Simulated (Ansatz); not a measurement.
# CH7BFPSi: basis-set convergence

An exercise on one series of results from a longer session: the logs are not shown, and one member is left open.

Method: one geometry, several basis sets; program: Ansatz 0.2.0, Gaussian basis.

Levels to be run: PBE0-D4/def2-SVP; ωB97M-V/def2-SVP; PBE0-D4/def2-QZVPP; ωB97M-V/def2-QZVPP; the functionals' def2-TZVPP values are taken from earlier runs.

**The geometry**

The geometry comes from an earlier relaxation with PBE0-D4 in a triple-zeta def2 set; it is a stationary point, not always the lowest conformer.

SMILES `BP[SiH](C)F`, 12 atoms, charge 0, spin multiplicity 1.

Atoms are counted from 1 here; the program's logs count them from 0.

Bond lengths: B1–P2 1.845 Å, B1–H6 1.194 Å, B1–H7 1.193 Å, P2–Si3 2.228 Å, P2–H8 1.412 Å, Si3–C4 1.854 Å, Si3–F5 1.604 Å, Si3–H9 1.483 Å, C4–H10 1.093 Å, C4–H11 1.093 Å, C4–H12 1.092 Å. Angles: P2–B1–H6 118.4°, P2–B1–H7 120.5°, H6–B1–H7 120.8°, B1–P2–Si3 104.7°, B1–P2–H8 106.6°, Si3–P2–H8 105.5°, P2–Si3–C4 114.1°, P2–Si3–F5 108.6°, P2–Si3–H9 105.6°, C4–Si3–F5 107.5°, C4–Si3–H9 113.1°, F5–Si3–H9 107.7°, Si3–C4–H10 110.4°, Si3–C4–H11 110.1°, Si3–C4–H12 111.0°, H10–C4–H11 108.7°, H10–C4–H12 108.4°, H11–C4–H12 108.2°.

The first run:

in.yaml

```yaml
crystal:
  periodic: [false, false, false]
  atoms:
    - {symbol: B, position_ang: [-1.023367, 1.654369, 1.345847]}
    - {symbol: P, position_ang: [0.620869, 0.818192, 1.373953]}
    - {symbol: Si, position_ang: [0.889380, 0.032644, -0.693457]}
    - {symbol: C, position_ang: [-0.056977, -1.522962, -1.041549]}
    - {symbol: F, position_ang: [2.445147, -0.286385, -0.921120]}
    - {symbol: H, position_ang: [-1.270080, 2.389981, 0.437961]}
    - {symbol: H, position_ang: [-1.767349, 1.558699, 2.273288]}
    - {symbol: H, position_ang: [0.480821, -0.321756, 2.195966]}
    - {symbol: H, position_ang: [0.521292, 1.150781, -1.595256]}
    - {symbol: H, position_ang: [0.169322, -1.890541, -2.045754]}
    - {symbol: H, position_ang: [-1.130635, -1.332990, -0.972749]}
    - {symbol: H, position_ang: [0.198576, -2.305135, -0.323233]}
basis:
  gaussian: {orbitals: def2-SVP}
hamiltonian: {xc: pbe0, dispersion: d4}
output: {orbitals: {seedname: orbitals}}
```

Run with:

```console
$ ansatz run in.yaml --threads 4 --pin off --events-out ev --progress --plain --max-ram 10444MiB
```

Steps of the session up to this table: PBE0-D4 in def2-SVP; ωB97M-V in def2-SVP; PBE0-D4 in def2-QZVPP; ωB97M-V in def2-QZVPP.

One of the session's tables, all rows but one given; the rest of the session is left out.

It belongs to the step «Functionals by basis». 

| functional | basis | HOMO (eV) | LUMO (eV) |
| --- | --- | --- | --- |
| PBE0-D4 | def2-SVP | -7.51 | -1.69 |
| PBE0-D4 | def2-TZVPP | -7.54 | -1.80 |
| PBE0-D4 | def2-QZVPP | -7.55 | -1.83 |
| ωB97M-V | def2-SVP | ? | ? |
| ωB97M-V | def2-TZVPP | -9.59 | 0.11 |
| ωB97M-V | def2-QZVPP | -9.60 | 0.04 |

**Question.** Estimate the row for ωB97M-V, def2-SVP.

As computed: HOMO (eV): -9.53; LUMO (eV): 0.33. In the column «HOMO (eV)» it lies between ωB97M-V, def2-TZVPP (-9.59) and PBE0-D4, def2-QZVPP (-7.55).
